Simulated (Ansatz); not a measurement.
# ClH6W: the cost of one run

Program: Ansatz 0.2.0. Level of theory: UHF/def2-SVP. These are calculated values, not measurements.

## Step 1: Starting point

Bond lengths: W1–H2 1.970 Å, W1–H3 1.720 Å, W1–H4 1.720 Å, W1–H5 1.720 Å, W1–H6 1.720 Å, W1–H7 1.720 Å. Angles (14 of 15 angles, heavy atoms first): H2–W1–H3 90.0°, H2–W1–H4 90.0°, H2–W1–H5 90.0°, H2–W1–H6 90.0°, H2–W1–H7 180.0°, H3–W1–H4 90.0°, H3–W1–H5 180.0°, H3–W1–H6 90.0°, H3–W1–H7 90.0°, H4–W1–H5 90.0°, H4–W1–H6 180.0°, H4–W1–H7 90.0°, H5–W1–H6 90.0°, H5–W1–H7 90.0°.

Coordinates:

```xyz
8

W     0.0000    0.0000    0.0000
H     0.0000    0.0000    1.9700
H     1.7200    0.0000    0.0000
H     0.0000    1.7200    0.0000
H    -1.7200    0.0000    0.0000
H     0.0000   -1.7200    0.0000
H     0.0000    0.0000   -1.7200
Cl    0.0000    0.0000    3.6400
```

## Step 2: A restrained relaxation towards end A

Springs on the bonds that form and break draw the guess towards this end; the thresholds are loose.

input.yaml reads:

```yaml
crystal:
  periodic: [false, false, false]
  atoms:
    - { symbol: W, position_ang: [0.0, 0.0, 0.0] }
    - { symbol: H, position_ang: [0.0, 0.0, 1.97] }
    - { symbol: H, position_ang: [1.72, 0.0, 0.0] }
    - { symbol: H, position_ang: [0.0, 1.72, 0.0] }
    - { symbol: H, position_ang: [-1.72, 0.0, 0.0] }
    - { symbol: H, position_ang: [0.0, -1.72, 0.0] }
    - { symbol: H, position_ang: [0.0, 0.0, -1.72] }
    - { symbol: Cl, position_ang: [0.0, 0.0, 3.64] }
magnetization:
  spin_polarized: true
  initial_magnetization: 1
basis:
  gaussian: { orbitals: def2-SVP }
hamiltonian:
  xc: hf
relax:
  f_tol: 0.15
  max_steps: 25
  restrain:
    - { distance: [1, 7], at: 2.57, k: 30.0 }
    - { distance: [0, 1], at: 1.72, k: 30.0 }
```

Command:

```bash
$ ansatz run input.yaml --threads 1 --pin off --max-ram 2048MiB --backend cpu --events-out ev --progress --plain --runs-dir out
```

What time and memory should one allow on 1 thread of Arm Neoverse V2, shared host?

About 55 s, with a peak of 0.2 GiB.
